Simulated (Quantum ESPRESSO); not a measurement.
Set up this calculation in Quantum ESPRESSO 7.5, as the native input.

- Task: relaxation of cell and atoms
- Functional: PBEsol
- Potentials or basis: GBRV 1.5 PBEsol
- Cutoff: 707 eV
- Density cutoff: 5633 eV
- k mesh: 6 × 6 × 2
- Occupations: fermi-dirac, width 0.05 eV
- Spin: collinear spin, ferromagnetic start
- Starting moments: [0.0, 0.0, 4.0] μB
- Target pressure: 5 GPa
- Mixing beta: 0.3
- Most SCF iterations: 120
- SCF threshold: 6e-10 Ry
- Most ionic steps: 40
- Forc conv thr: 0.0004 Ry/bohr
- Etot conv thr: 1e-05 Ry
- Ion dynamics: bfgs
- Cell dynamics: bfgs
- Press conv thr: 0.3 kbar

MnPt2:

```
CELL_PARAMETERS angstrom
2.85840 0.00000 0.00000
-1.42920 2.47545 0.00000
0.00000 0.00000 6.53250
ATOMIC_POSITIONS crystal
Pt 0.66667 0.33333 0.31621
Pt 0.33333 0.66667 0.68379
Mn 0.00000 0.00000 0.00000
```

The cell comes from a database or a generator and needn't be the stable form of this composition.

One way to write it, as run:

pw.in

```
&CONTROL
  calculation = 'vc-relax'
  prefix = 'pwscf'
  outdir = './tmp'
  pseudo_dir = './pseudo'
  tprnfor = .true.
  tstress = .true.
  disk_io = 'low'
  nstep = 40
  forc_conv_thr = 0.0004
  etot_conv_thr = 1d-05
/
&SYSTEM
  ibrav = 0
  A = 2.85840445
  nat = 3
  ntyp = 2
  ecutwfc = 52
  ecutrho = 414
  nbnd = 36
  occupations = 'smearing'
  smearing = 'fd'
  degauss = 0.00367493
  nspin = 2
  starting_magnetization(1) = 0
  starting_magnetization(2) = 0.2667
/
&ELECTRONS
  conv_thr = 6d-10
  electron_maxstep = 120
  mixing_beta = 0.3
/
&IONS
  ion_dynamics = 'bfgs'
/
&CELL
  cell_dynamics = 'bfgs'
  press = 50
  press_conv_thr = 0.3
/
ATOMIC_SPECIES
Pt   195.0840 pt_pbesol_v1.4.uspp.F.UPF
Mn    54.9380 mn_pbesol_v1.5.uspp.F.UPF
CELL_PARAMETERS alat
   1.0000000006    0.0000000000    0.0000000000
  -0.5000000003    0.8660254043    0.0000000000
   0.0000000000    0.0000000000    2.2853672789
ATOMIC_POSITIONS alat
Pt     0.5000000004    0.2886751348    0.7226468458
Pt     0.0000000000    0.5773502696    1.5627204331
Mn     0.0000000000    0.0000000000    0.0000000000
K_POINTS automatic
6 6 2 0 0 0
```

Potentials or basis: GBRV 1.5 PBEsol.

Command:

```bash
$ OMP_NUM_THREADS=1 mpirun -n 2 pw.x -nk 2 -in pw.in > pw.out
```

Results of the run:

```
Relaxed volume                                         : 14.11 Å³/atom
Relaxed cell                                           : a = 2.726 Å, b = 2.726 Å, c = 6.576 Å, α = 90.00°, β = 90.00°, γ = 120.00°
Space group after relaxing (to 0.05 Å)                 : P-3m1 (No. 164)
Energy change on relaxing (the enthalpy is what falls) : -18.7 meV/atom
Ionic steps                                            : 9
Pressure after relaxing                                : 5.0 GPa
Largest force after relaxing                           : 0.005 eV/Å
Band gap on the k mesh                                 : none (metal or under the smearing width)
Net moment                                             : 3.91 μB per cell
Absolute moment                                        : 3.98 μB per cell
Site moments                                           : Pt +0.20; Mn +3.34 μB
Valence electrons inside the program's atomic spheres  : Pt 13.46; Mn 13.47
```

Caveat: the k mesh is coarse (spacing up to 0.48 Å⁻¹), so the values aren't converged.

It took 3.5 min on 2 MPI ranks on Arm Neoverse V2 (shared host), peak memory 0.32 GiB a rank.
